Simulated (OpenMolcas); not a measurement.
# Nd²⁺ among point charges: CASSCF levels and susceptibility

How does a field of 6 point charges split the states of Nd²⁺, and what χT follows?

The numbers are computed with OpenMolcas 26.06 (state-averaged CASSCF, spin-orbit coupling by RASSI with atomic mean-field integrals), except any that are marked as measured or tabulated.

**1. The system**

| Item | Value |
| --- | --- |
| Species | Nd²⁺ (neodymium, Z = 60, 58 electrons) |
| Basis | ANO-RCC-VDZP [7s6p4d2f1g], 68 functions |
| Scalar Hamiltonian | DKH2, point nucleus |
| Inactive shells | 1s 2s 2p 3s 3p 3d 4s 4p 4d 5s 5p |
| Active space | 4 electrons in 7 orbitals (4f) |
| Some configurations of this space | 4f⁴ |
| Orbitals | optimised for the highest spin of each parity, averaged over all roots |

The outer shells:

4f4
```
4f [↑ ][↑ ][↑ ][↑ ][  ][  ][  ]
```

The ion sits among 6 point charges of -0.5 e arranged as a tetragonal octahedron (D4h), 2.96 Å from the ion, with the axial distance 3.049 Å.

Each step is its own input file, run in one work folder so that later steps find the files of earlier ones. Labels, J, g values, rates, χT and fits are worked out afterwards by a script from the matrices that RASSI stores. The input lists half of the charges; inversion (Group=XYZ) makes the rest.

**2. One- and two-electron integrals**

Input file a.inp:

```
&GATEWAY
Coord
1

Nd 0.0 0.0 0.0
Basis=ANO-RCC-VDZP
Group=XYZ
NoMove
AngMom=0.0 0.0 0.0
AMFI
XField
3 Angstrom 0
2.960000 0.000000 0.000000 -0.500000
0.000000 2.960000 0.000000 -0.500000
0.000000 0.000000 3.048800 -0.500000
&SEWARD
```

**3. Reference wave functions, quintets of even parity, 35 roots**

Input file a.inp:

```
&RASSCF
FileOrb=start.orb
Symmetry=1
Spin=5
nActEl=4 0 0
Inactive=15 12
Ras2=0 7
CIRoot=35 35 1
SDav=35
CIMx=300
Iter=120 100
PrWF=0.3
OrbListing=Nothing
MaxOrb=0
>>> COPY $Project.JobIph JOB001
```

start.orb holds the contracted functions of the basis, ordered by shell, or the orbitals of the step before.

**4. CASSCF: triplets of even parity, 162 roots**

Input file a.inp:

```
&RASSCF
FileOrb=start.orb
Symmetry=1
Spin=3
nActEl=4 0 0
Inactive=15 12
Ras2=0 7
CIRoot=162 162 1
SDav=210
CIMx=300
Iter=120 100
PrWF=0.3
OrbListing=Nothing
MaxOrb=0
CIOnly
>>> COPY $Project.JobIph JOB002
```

**5. Reference wave functions, singlets of even parity, 162 roots**

Input file a.inp:

```
&RASSCF
FileOrb=start.orb
Symmetry=1
Spin=1
nActEl=4 0 0
Inactive=15 12
Ras2=0 7
CIRoot=162 162 1
SDav=196
CIMx=300
Iter=120 100
PrWF=0.3
OrbListing=Nothing
MaxOrb=0
CIOnly
>>> COPY $Project.JobIph JOB003
```

**6. RASSI: spin-orbit coupling between the states**

Input file a.inp:

```
&RASSI
NrOfJobIphs=3 33 106 31
1 2 3 4 5 6 7 8 9 10 11 12 13 14 15 16 17 18 19 20 21 22 23 24 25 26 27
28 29 30 31 32 33
1 2 3 4 5 6 7 8 9 10 11 12 13 14 15 16 17 18 19 20 21 22 23 24 25 26 27
28 29 30 31 32 33 34 35 36 37 38 39 40 41 42 43 44 45 46 47 48 49 50 51
52 53 54 55 56 57 58 59 60 61 62 63 64 65 66 67 68 69 70 71 72 73 74 75
76 77 78 79 80 81 82 83 84 85 86 87 88 89 90 91 92 93 94 95 96 97 98 99
100 101 102 103 104 105 106
1 2 3 4 5 6 7 8 9 10 11 12 13 14 15 16 17 18 19 20 21 22 23 24 25 26 27
28 29 30 31
IphNames
JOB001
JOB002
JOB003
EJob
SpinOrbit
DIPRint=1.0
SOCoupling=1000.0
Subsets=2
Property=9
'ANGMOM' 1 'ANGMOM' 2 'ANGMOM' 3 'MLTPL  1' 1 'MLTPL  1' 2 'MLTPL  1' 3
'AMFI' 1 'AMFI' 2 'AMFI' 3
SOProperty=3
'ANGMOM' 1 'ANGMOM' 2 'ANGMOM' 3
```

Q: Predict the outcome of this session. Wanted: spin-free ground state; first state of the same spin within the active space; lowest level; next level.

As calculated:

| quantity | value |
| --- | --- |
| method | CASSCF |
| spin-free ground state | 5A1, 1-fold in its orbital part |
| first state of the same spin within the active space | 5E at 6.37 cm⁻¹ |
| lowest level | 2-fold E, g = 0.00, 0.00, 3.13 |
| next level | 3.1 cm⁻¹ |
| χT at 300 K | 1.04 cm³ K/mol |
| effective moment at 300 K | 2.88 μB |

**Reading.** The spin-free ground state (5A1) comes to 100 % from free-ion I terms and keeps the highest spin of the shell. The triplets, singlets rest on orbitals optimised for another spin in at least one step, which raises them against the optimised states. Not all states of the active space went into the spin-orbit step. High states of lower spin are left out of the spin-orbit mixing, and CASSCF puts spin-flip levels too high. Point charges carry no covalency, so the field is a model and not that of real ligands.
